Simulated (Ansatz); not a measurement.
# CuSn4: the cost of one run

Method: DFT PBE, scalar-relativistic, plane waves, PAW, in Ansatz 0.2.0.

### 1 Starting point

Symmetry: I-43m, No. 217, cubic system. The conventional cell has a = 6.935 Å, b = 6.935 Å, c = 6.935 Å, α = 90.00°, β = 90.00°, γ = 90.00°. Cu (site symmetry -43m) is surrounded by 4 Sn at 1.52 Å. Around Sn (site symmetry 3m) lie 1 Cu at 1.52 Å.

As a file:

```xyz
5
Lattice="-3.4674 3.4674 3.4674 3.4674 -3.4674 3.4674 3.4674 3.4674 -3.4674" Properties=species:S:1:pos:R:3 pbc="T T T"
Cu    0.0000    0.0000    0.0000
Sn    2.5878    2.5878   -2.5878
Sn   -2.5878    2.5878    2.5878
Sn    2.5878   -2.5878    2.5878
Sn    0.8796    0.8796    0.8796
```

The cell is invented: species swapped into a database cell of H4C (I-43m, No. 217), with Sn on the H sites and Cu on the C sites. The dimensions are guesses.

### 2 The guess as it stands, on a coarse mesh

input.yaml

```yaml
crystal:
  lattice:
    - [-3.46737983, 3.46737983, 3.46737983]
    - [3.46737983, -3.46737983, 3.46737983]
    - [3.46737983, 3.46737983, -3.46737983]
  atoms:
    - { symbol: Cu, position: [0.0, 0.0, 0.0] }
    - { symbol: Sn, position: [0.0, 0.0, 0.74631286] }
    - { symbol: Sn, position: [0.74631286, 0.0, 0.0] }
    - { symbol: Sn, position: [0.0, 0.74631286, 0.0] }
    - { symbol: Sn, position: [0.25368714, 0.25368714, 0.25368714] }
basis:
  ecutwfc: 420
kpoints:
  mp_grid: { grid: [4, 4, 4] }
hamiltonian:
  xc: pbe
scf:
  occupations: { method: gaussian, width: 0.1 }
  lower_state_search: "off"
output:
  forces: true
  stress: true
  eigenvalues: true
```

On the command line:

```sh
$ ansatz run input.yaml --threads 1 --pin off --max-ram 2560MiB --backend cpu --events-out ev --progress --plain --runs-dir out
```

Q: Estimate wall time and peak memory on 1 thread of Intel Xeon at 2.50GHz (Skylake/Cascade Lake), shared host.

About 16 s, with a peak of 0.42 GiB.
